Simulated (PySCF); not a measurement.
# BrH6NSi2: the cost of one run

The runs use PySCF 2.14.0, with density-fitted response routines of our own; the level of theory stands in each step. All values are computed, except where a source is named. Atoms count from 0, in the outputs and in this text.

## (1) The molecule as given

10 atoms, charge 0, multiplicity 1; geometry from: GFN2-xTB. The atoms were then displaced at random by about 0.01 Å, so the start is not that level's minimum.

Bonds of the start (Å): N0–Si1 1.69, Si1–Si2 2.29, Si2–Br3 2.25, N0–H4 1.03, N0–H5 1.03, Si1–H6 1.47, Si1–H7 1.45, Si2–H8 1.44, Si2–H9 1.49.

## (2) Relaxing the molecule at PBE0-D3(BJ)/def2-SVP

The job: settings as JSON, then the geometry in Å.

```
{"job": {"xc": "PBE0", "basis": "def2-SVP", "d3": "d3bj", "grid": 1, "shake": 0.01, "kind": "geom"}, "charge": 0, "multiplicity": 1}
N     -1.532620     0.335750    -0.654640
Si    -0.655690    -0.602880     0.443530
Si     1.530080    -0.098840    -0.025200
Br     1.904450     2.117810     0.145810
H     -2.551720     0.220270    -0.740020
H     -1.340730     1.344980    -0.772380
H     -0.954380    -0.393000     1.871270
H     -0.952990    -1.980840     0.103540
H      2.071610    -0.351670    -1.336870
H      2.532420    -0.612500     0.943900
```

Started as:

```sh
$ OMP_NUM_THREADS=1 python probes_run.py task.json out
```

This one command runs all jobs of the session in turn.

Q: Estimate the wall time and peak memory of this first job on 1 thread of Intel Xeon Platinum 8488C, shared host.

About 21 s, with a peak of 0.46 GiB.
